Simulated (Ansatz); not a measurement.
# AlF2HS: the cost of one run

All numbers are computed with Ansatz 0.2.0, driven from Python. The levels of theory stand in the script.

### 1 Starting point

Bond lengths: F1–Al2 1.813 Å, Al2–F3 1.789 Å, Al2–S4 2.216 Å, S4–H5 1.360 Å. Angles: F1–Al2–F3 118.8°, F1–Al2–S4 122.2°, F3–Al2–S4 119.0°, Al2–S4–H5 95.9°.

The script holds or builds the structure itself.

### 2 The code

File alf2hs.py:

```python
# -*- coding: utf-8 -*-
"""AlF2HS at several levels of theory."""

from pathlib import Path

import ansatz as az
from ase import Atoms
import numpy as np

BASIS_SET = "def2-SVP"

atoms = Atoms(["F", "Al", "F", "S", "H"], positions=[
    (0.791, 0.1609, 2.0148),
    (0.236, -0.4247, 0.3908),
    (1.0878, -1.8046, -0.3646),
    (-1.4217, 0.5483, -0.711),
    (-0.6432, 1.4464, -1.3714),
])
system = az.Crystal.molecule_from_ase(atoms)

setup = system.calculation().basis(gaussian=BASIS_SET)

print("functional    E (Ha)        dipole (D)   HOMO (eV)  LUMO (eV)")
for name in ["pbe", "hf", "cam_b3lyp", "revpbe"]:
    summary = setup.functional(name).forces().orbitals().run(threads=1, runs_dir="runs").report
    lines = Path(summary["orbitals_path"]).read_text().splitlines()
    field_of = lambda key: [line.split("=")[1].strip() for line in lines if line.startswith(key)]
    orbitals = [(27.211386 * float(e), s, float(n)) for e, s, n in zip(field_of("Ene="), field_of("Spin="), field_of("Occup="))]
    homo = max(e for e, _, n in orbitals if n > 0.5)
    lumo = min(e for e, _, n in orbitals if n < 0.5)
    dipole = 4.803205 * np.linalg.norm(summary["charge_distribution"]["dipole_moment_e_ang"])
    print(f"{name:10s} {summary['free_energy_ev'] / 27.211386246:14.6f} {dipole:9.3f} {homo:11.3f} {lumo:10.3f}")
```

### 3 The input behind the calls

The package turns the script's settings into the engine's input (first run):

```yaml
crystal:
  periodic: [false, false, false]
  atoms:
    - { symbol: F, position_ang: [0.791, 0.1609, 2.0148] }
    - { symbol: Al, position_ang: [0.236, -0.4247, 0.3908] }
    - { symbol: F, position_ang: [1.0878, -1.8046, -0.3646] }
    - { symbol: S, position_ang: [-1.4217, 0.5483, -0.711] }
    - { symbol: H, position_ang: [-0.6432, 1.4464, -1.3714] }
basis:
  gaussian:
    orbitals: def2-SVP
hamiltonian:
  xc: pbe
output:
  orbitals: {}
  forces: true
```

### 4 Launch

The run is started by

```sh
$ python alf2hs.py
```

What time and memory should one allow on 1 thread of Arm Neoverse V1, shared host?

About 6 s, with a peak of 0.21 GiB.
